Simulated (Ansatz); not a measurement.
# BrGeH3O: the cost of one run

Program: Ansatz 0.2.0 through its Python package. Level of theory: MP2/def2-SVP. These are calculated values, not measurements.

## (1) The system

Bond lengths: O1–Ge2 1.799 Å, Ge2–Br3 2.351 Å, O1–H4 0.994 Å, Ge2–H5 1.567 Å, Ge2–H6 1.553 Å. Angles: O1–Ge2–Br3 111.1°, O1–Ge2–H5 108.3°, O1–Ge2–H6 108.9°, Br3–Ge2–H5 109.5°, Br3–Ge2–H6 109.4°, H5–Ge2–H6 109.6°, Ge2–O1–H4 99.7°.

The script holds or builds the structure itself.

## (2) The script

The input, brgeh3o.py:

```python
'''Response of BrGeH3O to a pair of distant point charges.'''

import ansatz as az
import numpy as np

BASIS_SET = 'def2-SVP'
METHOD = 'MP2'


def main() -> None:
    geometry_ang = [
        ('O', [-0.5575, -1.3905, 0.1413]),
        ('Ge', [0.3161, 0.1819, 0.1628]),
        ('Br', [-1.176, 1.9843, -0.0648]),
        ('H', [-0.959, -1.3468, -0.7674]),
        ('H', [1.3368, 0.1943, -1.0256]),
        ('H', [1.0817, 0.3128, 1.5074]),
    ]
    system = az.Crystal.molecule()
    for symbol, xyz in geometry_ang:
        system = system.atom(symbol, xyz)

    job = (
        system.calculation()
        .basis(gaussian=BASIS_SET)
        .correlation(METHOD)
        .forces()
    )
    # charges +q and -q at -R and +R make a nearly even field 2 k q / R^2 at the centre
    centre = np.mean([site.position_ang for site in system.cartesian_sites], axis=0)
    field = 2 * 14.399645 * 3.0 / 40.0 ** 2


    def dipole(axis, sign):
        arm = 40.0 * np.eye(3)[axis]
        pair = [{'charge': sign * 3.0, 'position_ang': (centre - arm).tolist()}, {'charge': -sign * 3.0, 'position_ang': (centre + arm).tolist()}]
        deck = job.input().set(az.key.basis.gaussian.point_charges, pair)
        return np.array(az.Session.from_dict(deck).plan().execute().report['charge_distribution']['dipole_moment_e_ang'])


    print(f'field {field:.4f} V/A')
    alpha = np.array([(dipole(axis, 1) - dipole(axis, -1)) / (2 * field) * 14.399645 for axis in range(3)])
    print('polarisability tensor (A^3)')
    print(np.array2string(alpha, precision=3, suppress_small=True))
    print(f'mean {np.trace(alpha) / 3:.3f} A^3 = {np.trace(alpha) / 3 / 0.14818471:.2f} bohr^3')


if __name__ == '__main__':
    main()
```

## (3) What the engine is handed

The package turns the script's settings into the engine's input (first run):

```yaml
crystal:
  periodic: [false, false, false]
  atoms:
    - { symbol: O, position_ang: [-0.5575, -1.3905, 0.1413] }
    - { symbol: Ge, position_ang: [0.3161, 0.1819, 0.1628] }
    - { symbol: Br, position_ang: [-1.176, 1.9843, -0.0648] }
    - { symbol: H, position_ang: [-0.959, -1.3468, -0.7674] }
    - { symbol: H, position_ang: [1.3368, 0.1943, -1.0256] }
    - { symbol: H, position_ang: [1.0817, 0.3128, 1.5074] }
basis:
  gaussian:
    orbitals: def2-SVP
    point_charges:
      - { charge: 3.0, position_ang: [-39.992983333333335, -0.010666666666666685, -0.007716666666666668] }
      - { charge: -3.0, position_ang: [40.007016666666665, -0.010666666666666685, -0.007716666666666668] }
correlation:
  method: mp2
output:
  forces: true
```

## (4) The run

Run with:

```
$ python brgeh3o.py
```

**Question.** How long does this script take on 1 thread of Arm Neoverse V2, shared host, and how much memory does it need?

About 25 s, with a peak of 0.27 GiB.
